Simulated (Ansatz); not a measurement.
# C3H7ClOSn: up Jacob's ladder to CCSD(T)

Aim: compute C3H7ClOSn with functionals from several rungs and with coupled cluster. The yardstick is the atomisation energy at the CCSD(T) limit.

Computed with Ansatz 0.2.0, Gaussian basis. Level: functionals in def2-TZVPP, the program's frozen cores in correlated methods.

Plan: PBE-D4, r2SCAN-D4, PBE0-D4, B3LYP-D4, ωB97X-V, ωB97M-V, B2PLYP; CCSD(T)/def2-TZVPP; MP2/def2-QZVPP; extrapolation to the limit.

### Step 1. The relaxed structure

The geometry comes from an earlier relaxation with PBE0-D4 in a triple-zeta def2 set; it is a stationary point, not always the lowest conformer. Sn takes the def2 core potential; no spin-orbit term is included.

13 atoms, charge 0, spin multiplicity 1.

Atoms are counted from 1 here; the program's logs count them from 0.

Bond lengths: C1–C2 1.517 Å, C1–H7 1.093 Å, C1–H8 1.093 Å, C1–H9 1.092 Å, C2–C3 1.517 Å, C2–O4 1.415 Å, C2–H10 1.098 Å, C3–H11 1.093 Å, C3–H12 1.092 Å, C3–H13 1.093 Å, O4–Sn5 1.954 Å, Sn5–Cl6 2.400 Å. Angles: C2–C1–H7 110.5°, C2–C1–H8 110.7°, C2–C1–H9 110.3°, H7–C1–H8 108.3°, H7–C1–H9 108.2°, H8–C1–H9 108.8°, C1–C2–C3 112.4°, C1–C2–O4 111.0°, C1–C2–H10 108.3°, C3–C2–O4 111.0°, C3–C2–H10 108.3°, O4–C2–H10 105.4°, C2–C3–H11 110.5°, C2–C3–H12 110.3°, C2–C3–H13 110.6°, H11–C3–H12 108.2°, H11–C3–H13 108.3°, H12–C3–H13 108.8° and more.

Coordinates:

```xyz
13

C    -0.5592    1.0242   -0.7636
C     0.4813    0.5307    0.2242
C     1.1502   -0.7517   -0.2338
O    -0.0762    0.3792    1.5162
Sn   -1.4524   -0.6831    2.4076
Cl   -2.3015   -2.0349    0.6157
H    -0.0975    1.2410   -1.7302
H    -1.3344    0.2695   -0.9162
H    -1.0264    1.9404   -0.3960
H     1.2534    1.3051    0.3280
H     1.6687   -0.5959   -1.1832
H     1.8838   -1.0813    0.5051
H     0.4102   -1.5432   -0.3740
```

### Step 2. PBE-D4 (GGA)

in.yaml

```yaml
crystal:
  periodic: [false, false, false]
  atoms:
    - {symbol: C, position_ang: [-0.559197, 1.024204, -0.763606]}
    - {symbol: C, position_ang: [0.481264, 0.530684, 0.224218]}
    - {symbol: C, position_ang: [1.150249, -0.751687, -0.233814]}
    - {symbol: O, position_ang: [-0.076226, 0.379237, 1.516208]}
    - {symbol: Sn, position_ang: [-1.452410, -0.683063, 2.407613]}
    - {symbol: Cl, position_ang: [-2.301487, -2.034918, 0.615684]}
    - {symbol: H, position_ang: [-0.097550, 1.240964, -1.730187]}
    - {symbol: H, position_ang: [-1.334356, 0.269498, -0.916200]}
    - {symbol: H, position_ang: [-1.026391, 1.940361, -0.395952]}
    - {symbol: H, position_ang: [1.253401, 1.305080, 0.328025]}
    - {symbol: H, position_ang: [1.668712, -0.595887, -1.183157]}
    - {symbol: H, position_ang: [1.883772, -1.081304, 0.505130]}
    - {symbol: H, position_ang: [0.410237, -1.543169, -0.373961]}
basis:
  gaussian: {orbitals: def2-TZVPP}
hamiltonian: {xc: pbe, dispersion: d4}
output: {forces: true, orbitals: {seedname: orbitals}}
```

The run is started by

```sh
> ansatz run in.yaml --threads 2 --pin off --events-out ev --progress --plain --max-ram 31744MiB --backend cuda --devices 0, --max-vram 18GiB
```

Further steps of the session: r2SCAN-D4 (meta-GGA); PBE0-D4 (hybrid); B3LYP-D4 (hybrid); ωB97X-V (range-separated); ωB97M-V (range-separated); B2PLYP (double hybrid); CCSD(T) in def2-TZVPP; MP2 in def2-QZVPP.

Before running them: what should the planned runs give, taken together? Wanted: atomisation energy, CCSD(T)/CBS; farthest; mean size of error, hybrid; mean size of error, range-separated; gap, smallest and largest; T1 diagnostic; triples share of the correlation energy.

The runs gave:

| quantity | value |
| --- | --- |
| atomisation energy, CCSD(T)/CBS | 1178.6 kcal/mol |
| functionals within 11.8 kcal/mol (1.0 %) | r2SCAN-D4, PBE0-D4, B3LYP-D4, ωB97X-V, ωB97M-V |
| farthest | PBE-D4 (+23.0 kcal/mol) |
| mean size of error, hybrid | 2.2 kcal/mol |
| mean size of error, range-separated | 1.8 kcal/mol |
| gap, smallest and largest | 3.26 eV (PBE-D4), 9.32 eV (ωB97X-V) |
| T1 diagnostic | 0.0154 |
| triples share of the correlation energy | 3.8 % |

**Reading.** PBE-D4 is off by +23.0 kcal/mol. Double hybrids carry the basis error of their MP2 part in triple zeta, and no dispersion term here, so their miss is partly the set-up's. Misses under about 11.8 kcal/mol are within the doubt on the reference itself, which lacks core-valence correlation, spin-orbit coupling and higher excitations, and its outer-core shells are covered unevenly. All levels share the lack of spin-orbit coupling, which lowers the free heavy atoms and so the true binding. Hartree-Fock recovers 72 % of the binding; the rest is correlation. Orbital gaps span 3.3 to 9.3 eV; exact exchange widens them. Correlated methods include outer-core shells of Sn, which these sets cover unevenly.
